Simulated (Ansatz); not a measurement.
# CH6NPSi: the cost of one run

Program: Ansatz 0.2.0, Gaussian basis. Level of theory: functionals in def2-TZVPP, the program's frozen cores in correlated methods. These are calculated values, not measurements.

Levels to be run: LDA (SPW92), PBE-D4, revPBE-D4, BLYP-D4, r2SCAN-D4, B97M-V, PBE0-D4, B3LYP-D4, r2SCANh-D4, r2SCAN0-D4, HSE06-D4, BHLYP-D4, CAM-B3LYP-D4, LC-ωPBE, ωB97X-V, ωB97M-V, B2PLYP, PBE-QIDH; CCSD(T)/def2-SVP; CCSD(T)/def2-TZVPP; MP2/def2-QZVPP; extrapolation to the limit; RPA on PBE.

### Step 1. Structure used throughout

An earlier PBE0-D4 in a triple-zeta def2 set relaxation fixed the geometry.

SMILES `C=NP[SiH3]`, 10 atoms, charge 0, spin multiplicity 1.

Atoms are counted from 1 here; the program's logs count them from 0.

Bond lengths: C1–N2 1.261 Å, C1–H5 1.099 Å, C1–H6 1.092 Å, N2–P3 1.717 Å, P3–Si4 2.265 Å, P3–H7 1.417 Å, Si4–H8 1.487 Å, Si4–H9 1.488 Å, Si4–H10 1.487 Å. Angles: N2–C1–H5 124.8°, N2–C1–H6 118.9°, H5–C1–H6 116.3°, C1–N2–P3 123.9°, N2–P3–Si4 104.4°, N2–P3–H7 97.2°, Si4–P3–H7 94.3°, P3–Si4–H8 109.9°, P3–Si4–H9 112.0°, P3–Si4–H10 107.3°, H8–Si4–H9 108.5°, H8–Si4–H10 108.9°, H9–Si4–H10 110.2°.

Geometry (Å):

```
atom    x (Å)    y (Å)    z (Å)
  C1  -0.6078   1.7763   0.4511
  N2   0.4316   1.5736  -0.2338
  P3   1.4461   0.1997  -0.0530
 Si4   0.0216  -1.5610  -0.0697
  H5  -1.0343   1.0629   1.1695
  H6  -1.1387   2.7236   0.3373
  H7   1.8022   0.0624  -1.4180
  H8  -0.6020  -1.7205   1.2705
  H9  -1.0596  -1.3929  -1.0775
 H10   0.8241  -2.7750  -0.3738
```

### Step 2. LDA

This LDA is Slater exchange with PW92 correlation.

in.yaml

```yaml
crystal:
  periodic: [false, false, false]
  atoms:
    - {symbol: C, position_ang: [-0.607815, 1.776341, 0.451081]}
    - {symbol: N, position_ang: [0.431556, 1.573562, -0.233779]}
    - {symbol: P, position_ang: [1.446145, 0.199723, -0.052960]}
    - {symbol: Si, position_ang: [0.021583, -1.561031, -0.069694]}
    - {symbol: H, position_ang: [-1.034345, 1.062945, 1.169540]}
    - {symbol: H, position_ang: [-1.138697, 2.723585, 0.337326]}
    - {symbol: H, position_ang: [1.802233, 0.062359, -1.417972]}
    - {symbol: H, position_ang: [-0.602007, -1.720484, 1.270549]}
    - {symbol: H, position_ang: [-1.059556, -1.392950, -1.077542]}
    - {symbol: H, position_ang: [0.824103, -2.775050, -0.373848]}
basis:
  gaussian: {orbitals: def2-TZVPP}
hamiltonian: {xc: lda}
output: {orbitals: {seedname: orbitals}}
```

Launch:

```
$ ansatz run in.yaml --threads 2 --pin off --events-out ev --progress --plain --max-ram 4352MiB
```

What time and memory should one allow on 2 threads of AMD EPYC, shared host?

About 8.1 s, with a peak of 0.28 GiB.
